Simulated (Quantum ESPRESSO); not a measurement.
W: equation of state with PBEsol

W:

```
W
1.0
     2.80966    0.00000    0.00000
     0.00000    4.86387    0.00000
     0.00000    0.00000    4.92370
W
4
Cartesian
  2.2285 4.5567 3.6928
  0.5811 2.1247 3.6928
  0.5811 0.3072 1.2309
  2.2285 2.7391 1.2309
```

This isn't the form of W at room conditions, which is bcc.

```json
{
  "Program": "Quantum ESPRESSO 7.5",
  "Task": "equation of state",
  "Functional": "PBEsol",
  "Potentials or basis": "GBRV 1.5 PBEsol",
  "Cutoff": "762 eV",
  "Density cutoff": "6095 eV",
  "k mesh": "9 × 6 × 6",
  "Occupations": "fermi-dirac, width 0.05 eV",
  "Spin": "no spin polarisation",
  "Mixing beta": "0.5",
  "Most SCF iterations": "120",
  "SCF threshold": "8e-10 Ry"
}
```

```json
{
  "Equilibrium volume": "16.20 Å³/atom",
  "Bulk modulus at fixed shape and positions": "300 GPa",
  "Pressure derivative of the bulk modulus": "4.2"
}
```

Energy against volume, from the lowest point:
```tsv
volume (Å³/atom)	energy (meV/atom)
15.812	8.85
16.149	0.00
16.485	4.44
16.822	20.84
17.158	47.97
17.494	84.74
17.831	130.15
```

All runs of the series together: 9 min on 2 threads of Arm Neoverse V2, on a shared host.

Caveat: the cell was scaled at fixed shape and fractional positions, which overstates the stiffness of a crystal with free parameters, most of all of layers and chains. Spin-orbit coupling is left out, which matters for the levels of W.
